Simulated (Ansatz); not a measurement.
# TaBr4F: from a guess to a relaxed structure

Aim: relax a trial structure of TaBr4F and see where it ends.

Method: DFT PBE, scalar-relativistic, plane waves, PAW, in Ansatz 0.2.0.

## Step 1: The structure to begin with

Symmetry: F-43m, No. 216, cubic system. Conventional cell: a = 8.440 Å, b = 8.440 Å, c = 8.440 Å, α = 90.00°, β = 90.00°, γ = 90.00°. Ta (site symmetry -43m) has 12 Br at 3.50 Å and 4 F at 3.65 Å in its first shell of neighbours. Br (site symmetry 3m) is surrounded by 6 Br at 2.97 to 3.00 Å and 3 F at 3.50 Å and 3 Ta at 3.50 Å. F (site symmetry -43m) is surrounded by 12 Br at 3.50 Å and 4 Ta at 3.65 Å.

As a file:

```cif
data_structure
_symmetry_space_group_name_H-M 'F-43m'
_symmetry_Int_Tables_number 216
_cell_length_a 8.4401
_cell_length_b 8.4401
_cell_length_c 8.4401
_cell_angle_alpha 90.000
_cell_angle_beta 90.000
_cell_angle_gamma 90.000
_cell_volume 601.23
loop_
_atom_site_label
_atom_site_type_symbol
_atom_site_symmetry_multiplicity
_atom_site_Wyckoff_symbol
_atom_site_fract_x
_atom_site_fract_y
_atom_site_fract_z
_atom_site_occupancy
Ta1 Ta 4 a 0.00000 0.00000 0.00000 1
Br1 Br 16 e 0.87575 0.37575 0.12425 1
F1 F 4 c 0.25000 0.25000 0.25000 1
```

A structure generator made this guess: species swapped into a database cell of ErCu4Ag (F-43m, No. 216), with Ta on the Er sites, Br on the Cu sites and F on the Ag sites. Lengths come from tabulated atomic sizes and are only a guess.

## Step 2: A first look at the guess

input.yaml

```yaml
crystal:
  lattice:
    - [0.0, 4.22004193, 4.22004193]
    - [4.22004193, 0.0, 4.22004193]
    - [4.22004193, 4.22004193, 0.0]
  atoms:
    - { symbol: Ta, position: [0.0, 0.0, 0.0] }
    - { symbol: Br, position: [0.87275615, 0.37574795, 0.37574795] }
    - { symbol: Br, position: [0.37574795, 0.37574795, 0.37574795] }
    - { symbol: Br, position: [0.37574795, 0.87275615, 0.37574795] }
    - { symbol: Br, position: [0.37574795, 0.37574795, 0.87275615] }
    - { symbol: F, position: [0.75, 0.75, 0.75] }
basis:
  ecutwfc: 420
kpoints:
  mp_grid: { grid: [4, 4, 4] }
hamiltonian:
  xc: pbe
scf:
  occupations: { method: gaussian, width: 0.1 }
  lower_state_search: "off"
output:
  forces: true
  stress: true
  eigenvalues: true
```

Started as:

```sh
> ansatz run input.yaml --threads 1 --pin off --max-ram 2560MiB --backend cpu --events-out ev --progress --plain --runs-dir out
```

The session goes on with these runs: spin check on a coarse mesh; relaxation on the finer mesh.

Before running it: what results should come out? Wanted: conventional cell; volume; energy over the elements; gap on the mesh; total moment.

The runs gave:

```
                                                              quantity                                                                      value
                                symmetry at the end (tolerance 0.05 Å)                                                space group F-43m (No. 216)
                                                     conventional cell  a = 8.344 Å, b = 8.344 Å, c = 8.344 Å, α = 90.00°, β = 90.00°, γ = 90.00°
                                                                volume                                                              24.20 Å³/atom
energy over the elements (uncorrected; H, N, O, F and Cl as molecules)                                                              +0.93 eV/atom
                                                       gap on the mesh                                                               none (metal)
                                                          total moment                                                               2.64 μB/cell
```

**Reading.** The space group F-43m (No. 216) is kept, and the volume per atom shrinks by 3.4 % from the first guess. With a positive formation energy it can't be a ground state. No finished test with a distortion of lower symmetry is shown, so the end may be a saddle point. Spin-orbit coupling is left out for Ta. Other magnetic orders were not searched.
